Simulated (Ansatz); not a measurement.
**TiTe2: a single-point run**

The task is a single-point run on TiTe2. The structure is shown as the input types it.

Method: density functional or hybrid calculation with the settings of its input, plane waves (as first typed), in Ansatz 0.2.0.

1 further run of the same task is left out (it didn't finish).

### Step 1. The starting structure

Symmetry: P-3m1, No. 164, trigonal system. The conventional cell has a = 3.791 Å, b = 3.791 Å, c = 6.554 Å, α = 90.00°, β = 90.00°, γ = 120.00°. Ti (site symmetry -3m) has 6 Te at 2.77 Å as nearest neighbours. Around Te (site symmetry 3m) lie 3 Ti at 2.77 Å.

As a file:

```cif
data_structure
_symmetry_space_group_name_H-M 'P 1'
_symmetry_Int_Tables_number 1
_cell_length_a 3.7908
_cell_length_b 3.7908
_cell_length_c 6.5542
_cell_angle_alpha 90.000
_cell_angle_beta 90.000
_cell_angle_gamma 120.000
_cell_volume 81.57
loop_
_atom_site_label
_atom_site_type_symbol
_atom_site_fract_x
_atom_site_fract_y
_atom_site_fract_z
_atom_site_occupancy
Ti1 Ti 0.00000 0.00000 0.00000 1
Te1 Te 0.33333 0.66667 0.25782 1
Te2 Te 0.66667 0.33333 0.74218 1
```

### Step 2. The calculation

File input.yaml:

```yaml
crystal:
  lattice:
    - [3.7908320817, 0.0, 0.0]
    - [-1.8954160408, 3.2829568842, 0.0]
    - [0.0, 0.0, 6.554162596]
  atoms:
    - { symbol: Ti, position: [0.0, 0.0, 0.0] }
    - { symbol: Te, position: [0.3333333333, 0.6666666667, 0.2578174224] }
    - { symbol: Te, position: [0.6666666667, 0.3333333333, 0.7421825776] }
kpoints:
  mp_grid: { grid: [6, 6, 4] }
hamiltonian:
  xc: pbe
scf:
  occupations: { method: fermi_dirac, width: 0.02 }
  n_extra_bands: 4
  max_iter: 76
output:
  forces: true
  stress: true
  eigenvalues: true
basis:
  ecutwfc: 120
```

Run with:

```bash
$ ansatz run input.yaml --threads 4 --pin off --max-ram 3686MiB --backend cpu --events-out ev --progress --plain --runs-dir out
```

**Question.** How will this run end, and is anything wrong with its input?

The program finished normally, with warnings (cutoff below recommended). It gives a largest force of 3.8 eV/Å, which is large; a structure far from rest gives such values too, whatever the setting.

Look at the input: basis.ecutwfc is 120. The basis cutoff is far too low: the plane waves can't represent the orbitals near the cores. The potentials' recommended cutoff is 420 eV.

Run again and compare: delete basis.ecutwfc (the default then holds).
